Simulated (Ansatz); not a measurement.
**CH6AlNO2Si: a ladder of functionals and wavefunction methods**

One table from this session's results is given with a row withheld; the runs are named, their logs left out.

Method: functionals in def2-TZVPP, the program's frozen cores in correlated methods; program: Ansatz 0.2.0, Gaussian basis.

Levels to be run: PBE-D4, r2SCAN-D4, PBE0-D4, B3LYP-D4, ωB97X-V, ωB97M-V, B2PLYP; CCSD(T)/def2-TZVPP; MP2/def2-QZVPP; extrapolation to the limit.

## Structure used throughout

The geometry comes from an earlier relaxation with PBE0-D4 in a triple-zeta def2 set; it is a stationary point, not always the lowest conformer.

SMILES `[OH][Al]1[NH]CO[SiH2]1`, 12 atoms, charge 0, spin multiplicity 1.

Atoms are counted from 1 here; the program's logs count them from 0.

Bond lengths: O1–Al2 1.690 Å, O1–H7 0.955 Å, Al2–N3 1.781 Å, Al2–Si6 2.393 Å, N3–C4 1.448 Å, N3–H8 1.009 Å, C4–O5 1.406 Å, C4–H9 1.099 Å, C4–H10 1.099 Å, O5–Si6 1.666 Å, Si6–H11 1.491 Å, Si6–H12 1.491 Å. Angles: Al2–O1–H7 126.8°, O1–Al2–N3 127.4°, O1–Al2–Si6 143.0°, N3–Al2–Si6 89.6°, Al2–N3–C4 120.5°, Al2–N3–H8 128.3°, C4–N3–H8 111.2°, N3–C4–O5 113.1°, N3–C4–H9 110.6°, N3–C4–H10 110.6°, O5–C4–H9 107.2°, O5–C4–H10 107.2°, H9–C4–H10 107.7°, C4–O5–Si6 126.8°, Al2–Si6–O5 90.0°, Al2–Si6–H11 120.2°, Al2–Si6–H12 120.1°, O5–Si6–H11 109.1° and more.

Set-up of the first run:

File in.yaml:

```yaml
crystal:
  periodic: [false, false, false]
  atoms:
    - {symbol: O, position_ang: [0.747830, 2.375603, 1.684955]}
    - {symbol: Al, position_ang: [0.430353, 0.961068, 0.815629]}
    - {symbol: N, position_ang: [-0.742303, 0.744929, -0.507466]}
    - {symbol: C, position_ang: [-0.893244, -0.542498, -1.152538]}
    - {symbol: O, position_ang: [-0.042415, -1.529190, -0.623183]}
    - {symbol: Si, position_ang: [1.057578, -1.339032, 0.613053]}
    - {symbol: H, position_ang: [0.331499, 3.226015, 1.564013]}
    - {symbol: H, position_ang: [-1.365175, 1.429221, -0.909396]}
    - {symbol: H, position_ang: [-1.923851, -0.910002, -1.046813]}
    - {symbol: H, position_ang: [-0.673862, -0.465227, -2.226918]}
    - {symbol: H, position_ang: [2.415318, -1.704359, 0.118119]}
    - {symbol: H, position_ang: [0.735272, -2.301728, 1.704443]}
basis:
  gaussian: {orbitals: def2-TZVPP}
hamiltonian: {xc: pbe, dispersion: d4}
output: {forces: true, orbitals: {seedname: orbitals}}
```

Command:

```console
> ansatz run in.yaml --threads 4 --pin off --events-out ev --progress --plain --max-ram 10444MiB
```

Among the steps run: PBE-D4 (GGA); r2SCAN-D4 (meta-GGA); PBE0-D4 (hybrid); B3LYP-D4 (hybrid); ωB97X-V (range-separated); ωB97M-V (range-separated); B2PLYP (double hybrid); CCSD(T) in def2-TZVPP; MP2 in def2-QZVPP.

One of the session's tables, all rows but one given; the rest of the session is left out.

```
            method  atomisation energy (kJ/mol)
            PBE-D4                       4518.1
         r2SCAN-D4                            ?
           PBE0-D4                       4417.1
          B3LYP-D4                       4429.0
           ωB97X-V                       4466.9
           ωB97M-V                       4453.8
            B2PLYP                       4384.8
     HF/def2-TZVPP                       3085.9
    MP2/def2-TZVPP                       4410.1
   CCSD/def2-TZVPP                       4234.1
CCSD(T)/def2-TZVPP                       4309.3
           MP2/CBS                       4554.3
       CCSD(T)/CBS                       4453.5
```

Q: Estimate the row for r2SCAN-D4 from the others.

As computed: atomisation energy (kJ/mol): 4446.5. In the column «atomisation energy (kJ/mol)» it lies between B3LYP-D4 (4429.0) and CCSD(T)/CBS (4453.5).
